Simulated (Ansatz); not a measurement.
**C2H3AlTe: rigid scan of one bond length**

A script is to give a rigid scan of one bond length; the system is C2H3AlTe.

Computed with Ansatz 0.2.0, driven from Python. Level of theory: Hartree-Fock/def2-SVP.

## Step 1: The system

Bond lengths: Te1–C2 2.066 Å, C2–C3 1.410 Å, C2–Al4 1.897 Å, C3–Al4 1.868 Å, Te1–H5 1.776 Å, C3–H6 1.098 Å, Al4–H7 1.553 Å. Angles: Te1–C2–C3 146.9°, Te1–C2–Al4 146.1°, C3–C2–Al4 66.9°, C2–Te1–H5 90.5°, C2–C3–Al4 69.1°, C2–C3–H6 150.1°, Al4–C3–H6 140.8°, C2–Al4–C3 44.0°, C2–Al4–H7 155.5°, C3–Al4–H7 160.5°.

c2h3alte.xyz, read by the script:

```xyz
7

Te   -2.26920   -0.42990   -0.84680
C    -0.36990   -0.28560   -0.04650
C     0.42590   -0.29770    1.11760
Al    1.48200   -0.09870   -0.41030
H    -2.45620    1.33380   -0.75780
H     0.51290   -0.35660    2.21060
H     2.73570    0.06660   -1.31250
```

## Step 2: The script

Contents of scan_c2h3alte.py:

```python
# -*- coding: utf-8 -*-
"""Stretching a bond of C2H3AlTe, the rest held rigid."""

import ansatz as az
import numpy as np

c2h3alte = az.Crystal.molecule_from_extxyz("c2h3alte.xyz")

symbols = [site.symbol for site in c2h3alte.cartesian_sites]
start = np.array([site.position_ang for site in c2h3alte.cartesian_sites])
axis = (start[6] - start[3]) / np.linalg.norm(start[6] - start[3])
moving = [6]
lengths, energies = [1.32, 1.43, 1.55, 1.71, 1.94, 2.33, 2.8, 3.42], []
for length in lengths:
    xyz = start.copy()
    xyz[moving] += (length - np.linalg.norm(start[6] - start[3])) * axis
    point = az.Crystal.molecule()
    for symbol, xyz in zip(symbols, xyz):
        point = point.atom(symbol, xyz.tolist())
    base = point.calculation()
    base = base.basis(gaussian="def2-SVP")
    base = base.functional("HF")
    base = base.spin("collinear")
    r = base.run().report
    energies.append(r["free_energy_ev"])
    print(f"r = {length:6.3f} A  E = {energies[-1]:.5f} eV  <S^2> = {abs(r['mean_field']['state']['spin_squared']):.3f}")

print("energy above the lowest point (eV):", [round(e - min(energies), 3) for e in energies])
```

## Step 3: The calls as engine input

The engine receives this input (first run):

```yaml
crystal:
  periodic: [false, false, false]
  atoms:
    - { symbol: Te, position_ang: [-2.2692, -0.4299, -0.8468] }
    - { symbol: C, position_ang: [-0.3699, -0.2856, -0.0465] }
    - { symbol: C, position_ang: [0.4259, -0.2977, 1.1176] }
    - { symbol: Al, position_ang: [1.482, -0.0987, -0.4103] }
    - { symbol: H, position_ang: [-2.4562, 1.3338, -0.7578] }
    - { symbol: H, position_ang: [0.5129, -0.3566, 2.2106] }
    - { symbol: H, position_ang: [2.547330009349306, 0.04176346856938683, -1.1769433233109545] }
basis:
  gaussian:
    orbitals: def2-SVP
hamiltonian:
  xc: hf
magnetization:
  spin_polarized: true
```

## Step 4: Launch

Command:

```console
$ python scan_c2h3alte.py
```

What it wrote:

```text
r =  1.320 A  E = -15948.65912 eV  <S^2> = 0.000
r =  1.430 A  E = -15949.12761 eV  <S^2> = 0.000
r =  1.550 A  E = -15949.28533 eV  <S^2> = 0.000
r =  1.710 A  E = -15949.14037 eV  <S^2> = 0.000
r =  1.940 A  E = -15948.56387 eV  <S^2> = 0.000
r =  2.330 A  E = -15947.34561 eV  <S^2> = 0.277
r =  2.800 A  E = -15946.71351 eV  <S^2> = 0.781
r =  3.420 A  E = -15946.52134 eV  <S^2> = 0.958
energy above the lowest point (eV): [0.626, 0.158, 0.0, 0.145, 0.721, 1.94, 2.572, 2.764]
```

It took 52 s on 1 thread of Arm Neoverse V2, shared host; peak memory 0.35 GiB.

## Step 5: Inputs of later runs

The engine's inputs for some of the other runs:

Run 6, against run 1:

```diff
@@ -10 +10 @@
-    - { symbol: H, position_ang: [2.547330009349306, 0.04176346856938683, -1.1769433233109545] }
+    - { symbol: H, position_ang: [3.3624688801393052, 0.14923930436869037, -1.7635416237231243] }
```

Run 7, against run 1:

```diff
@@ -10 +10 @@
-    - { symbol: H, position_ang: [2.547330009349306, 0.04176346856938683, -1.1769433233109545] }
+    - { symbol: H, position_ang: [3.7417909289227698, 0.19925281211688112, -2.03651311005354] }
```

Run 8, against run 1:

```diff
@@ -10 +10 @@
-    - { symbol: H, position_ang: [2.547330009349306, 0.04176346856938683, -1.1769433233109545] }
+    - { symbol: H, position_ang: [4.242173206041383, 0.26522807765704765, -2.3966031558511096] }
```

Lines on the test bed's own set-up are left out of the output.

A comment line of the script is reworded here; the code is as run.

## Step 6: The runs side by side

From the records of these 8 runs:

| run | distance (Å) | energy from run 3 (eV) | <S²> | SCF cycles | CPU time (s) |
| --- | --- | --- | --- | --- | --- |
| 1 | 1.32 | 0.6262 | 0.00 | 80 | 4.3 |
| 2 | 1.43 | 0.1577 | 0.00 | 74 | 3.9 |
| 3 | 1.55 | 0.0000 | 0.00 | 75 | 4 |
| 4 | 1.71 | 0.1450 | 0.00 | 82 | 4.1 |
| 5 | 1.94 | 0.7215 | 0.00 | 81 | 4.2 |
| 6 | 2.33 | 1.9397 | 0.28 | 175 | 8.6 |
| 7 | 2.80 | 2.5718 | 0.78 | 244 | 11 |
| 8 | 3.42 | 2.7640 | 0.96 | 279 | 12 |

## Step 7: Summary of results

| quantity | value |
| --- | --- |
| runs compared | 8 |
| range of energy | 2.764 eV |
| lowest point, distance (Å) | 1.55 |

The lowest point, at 1.55, lies inside the range. The ends stand 0.626 and 2.76 eV above it. The distance scanned is the script's pair 3, 6. <S²> moves from 0.00 to 0.96: along the scan the mean field breaks spin symmetry. The rest of the molecule is held rigid at a force-field or estimated start geometry, and the basis set is modest; single-reference methods fail as a bond breaks. def2 sets replace the cores of elements past krypton by effective core potentials.
